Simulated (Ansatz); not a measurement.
# C4H3F3O2: the cost of one run

Computed with Ansatz 0.2.0, Gaussian basis. Level: the settings change from run to run.

## Step 1: The molecule

An earlier PBE0-D4 in a triple-zeta def2 set relaxation fixed the geometry.

SMILES `O=C(/C=C/O)C(F)(F)F`, 12 atoms, charge 0, spin multiplicity 1.

Atoms are counted from 1 here; the program's logs count them from 0.

Bond lengths: O1–C2 1.205 Å, C2–C3 1.452 Å, C2–C6 1.549 Å, C3–C4 1.342 Å, C3–H10 1.085 Å, C4–O5 1.326 Å, C4–H11 1.085 Å, O5–H12 0.965 Å, C6–F7 1.341 Å, C6–F8 1.341 Å, C6–F9 1.319 Å. Angles: O1–C2–C3 126.6°, O1–C2–C6 119.2°, C3–C2–C6 114.2°, C2–C3–C4 119.1°, C2–C3–H10 119.2°, C4–C3–H10 121.7°, C3–C4–O5 126.8°, C3–C4–H11 120.7°, O5–C4–H11 112.5°, C4–O5–H12 110.5°, C2–C6–F7 110.2°, C2–C6–F8 110.2°, C2–C6–F9 112.1°, F7–C6–F8 107.3°, F7–C6–F9 108.5°, F8–C6–F9 108.5°.

## Step 2: B97M-V/6-31G*

Set apart from the defaults: high accuracy.

Contents of in.yaml:

```yaml
crystal:
  periodic: [false, false, false]
  atoms:
    - {symbol: O, position_ang: [-1.507704, -1.231132, -0.168669]}
    - {symbol: C, position_ang: [-0.554922, -0.646777, 0.282754]}
    - {symbol: C, position_ang: [0.217677, 0.390786, -0.377038]}
    - {symbol: C, position_ang: [-0.123780, 0.769610, -1.617963]}
    - {symbol: O, position_ang: [0.471694, 1.695228, -2.357757]}
    - {symbol: C, position_ang: [-0.059155, -0.997790, 1.707523]}
    - {symbol: F, position_ang: [1.213582, -1.418725, 1.664598]}
    - {symbol: F, position_ang: [-0.093063, 0.089988, 2.491495]}
    - {symbol: F, position_ang: [-0.791698, -1.939657, 2.268523]}
    - {symbol: H, position_ang: [1.055938, 0.839156, 0.145261]}
    - {symbol: H, position_ang: [-0.964996, 0.310045, -2.126086]}
    - {symbol: H, position_ang: [1.213629, 2.083969, -1.878640]}
basis:
  gaussian: {orbitals: "6-31G*"}
hamiltonian: {xc: {name: B97M-V}}
accuracy: high
output: {forces: true}
```

Started as:

```
$ ansatz run in.yaml --threads 2 --pin off --events-out ev --progress --plain --max-ram 32768MiB --backend cpu
```

What time and memory should one allow on 2 threads of AMD EPYC 7R13, shared host?

About 52 s, with a peak of 0.89 GiB.
